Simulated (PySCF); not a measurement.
# C3H9B (trimethylborane): the cost of one run

Computed with PySCF 2.14.0, with density-fitted response routines of our own, on a single molecule, in the gas phase or a continuum. Atoms are numbered from 0 throughout.

## Step 1: The starting structure

13 atoms, charge 0, multiplicity 1; geometry from: GFN2-xTB. The atoms were then displaced at random by about 0.01 Å, so the start is not that level's minimum.

Bonds of the start (Å): C0–B1 1.55, B1–C2 1.56, B1–C3 1.55, C0–H4 1.09, C0–H5 1.09, C0–H6 1.10, C2–H7 1.10, C2–H8 1.09, C2–H9 1.09, C3–H10 1.13, C3–H11 1.09, C3–H12 1.06.

## Step 2: Geometry optimisation at PBE0-D3(BJ)/def2-TZVP

The job: settings as JSON, then the geometry in Å.

```
{"job": {"xc": "PBE0", "basis": "def2-TZVP", "d3": "d3bj", "grid": 2, "shake": 0.01, "kind": "geom"}, "charge": 0, "multiplicity": 1}
C     -0.452480     1.481100    -0.045540
B      0.003410     0.000040    -0.022350
C      1.523300    -0.347670     0.072490
C     -1.026330    -1.153890    -0.060140
H     -0.892310     1.760860     0.913320
H      0.311320     2.229860    -0.264020
H     -1.266600     1.664370    -0.766600
H      1.845900    -0.313600     1.128550
H      2.185530     0.374870    -0.407210
H      1.786000    -1.343640    -0.271210
H     -2.055670    -0.857400     0.295240
H     -1.171930    -1.487310    -1.082600
H     -0.784310    -2.024480     0.499750
```

The run is started by

```console
$ OMP_NUM_THREADS=2 python probes_run.py task.json out
```

One launch serves the whole session: the jobs run in the order shown.

**Question.** How long does this first job take on 2 threads of Intel Xeon at 2.50GHz, shared host, and how much memory does it need?

About 82 s, with a peak of 0.89 GiB.
